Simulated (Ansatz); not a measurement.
## Ta3N in Ansatz: the effect of functional

Ta3N:

```xyz
4
Lattice="3.0322 0.0000 0.0000 -1.5161 2.6260 0.0000 0.0000 0.0000 7.5241" Properties=species:S:1:pos:R:3 pbc="T T T"
Ta    1.5161    0.8753    6.2155
Ta    0.0000    1.7507    1.3087
Ta    0.0000    0.0000    3.7621
N     0.0000    0.0000    0.0000
```

The cell comes from a database or a generator and needn't be the stable form of this composition.

Alike in all runs:

| Quantity | Value |
| --- | --- |
| Program | Ansatz 0.2.0 |
| Task | band structure |
| Potentials or basis | Ansatz PAW |
| k mesh | 7 × 7 × 3 |
| Occupations | fermi-dirac, width 0.05 eV |
| Spin | no spin polarisation |

```tsv
functional	cutoff	pressure (GPa)	largest force (eV/Å)
LDA	420 eV (not typed: the program's choice for these potentials)	-13.3	0.69
PBEsol	420 eV (not typed: the program's choice for these potentials)	-8.1	0.55
RPBE	420 eV (not typed: the program's choice for these potentials)	3.0	0.18
revPBE	420 eV (not typed: the program's choice for these potentials)	?	?
BLYP	420 eV (not typed: the program's choice for these potentials)	7.3	0.13
r2SCAN	500 eV (not typed: the program's choice for these potentials)	-3.9	0.23
```

**Question.** What does the run with functional revPBE give?

**Answer.** Pressure 1.9 GPa; largest force 0.21 eV/Å.

Caveats: the PAW data sets come from PBE, with cores solved anew for the run's functional, which leaves a small shift of forces and pressure.

Runs at the PBE level aren't shown here.
